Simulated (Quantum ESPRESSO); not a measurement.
Runs of Quantum ESPRESSO 7.5 on SiO. It takes space group Pm-3m (No. 221, cubic). The conventional cell has a = 2.807 Å, b = 2.807 Å, c = 2.807 Å, α = 90.00°, β = 90.00°, γ = 90.00°. Si (site symmetry m-3m) is surrounded by 8 O at 2.43 Å. Around O (site symmetry m-3m) lie 8 Si at 2.43 Å. The cell was built by a generator and needn't be a form met in nature.

```tsv
task	level	potentials or basis	cell	k mesh	cutoff (eV)	iterations	pressure (GPa)
phonons	BLYP	PseudoDojo 0.4.1 SR PBE standard	relaxed	6 × 6 × 6, shifted	1143	-	0.2
energy-loss spectrum	PBE	GBRV 1.5 PBE	as given	6 × 6 × 6, shifted	612	300	1.3
phonons	PBE	PseudoDojo 0.4.1 SR PBE standard	relaxed	6 × 6 × 6, shifted	1143	-	0.9
single point	PBE	SG15 PBE 1.2	as given	7 × 7 × 7	1197	-	(a)
phonons	revPBE	GBRV 1.5 PBE	relaxed	6 × 6 × 6, shifted	612	-	0.6
```

Alike in all rows: no spin polarisation; smearing fermi-dirac 0.05 eV.

Question: Estimate the missing entries.

Answer: (a) -1.0.

Caveats: some modes are imaginary (some runs); the potentials were made for another functional, which shifts forces and pressure (some runs); the acoustic modes lie far from zero, so the frequencies are unreliable (some runs); the Lanczos chain is short for so many electrons, so humps in the spectrum may be artefacts (some runs); before the sum rule the acoustic modes lie tens of cm⁻¹ from zero, a sign that the density grid also shifts the optical modes (some runs).

Not every run made on this cell is shown here.
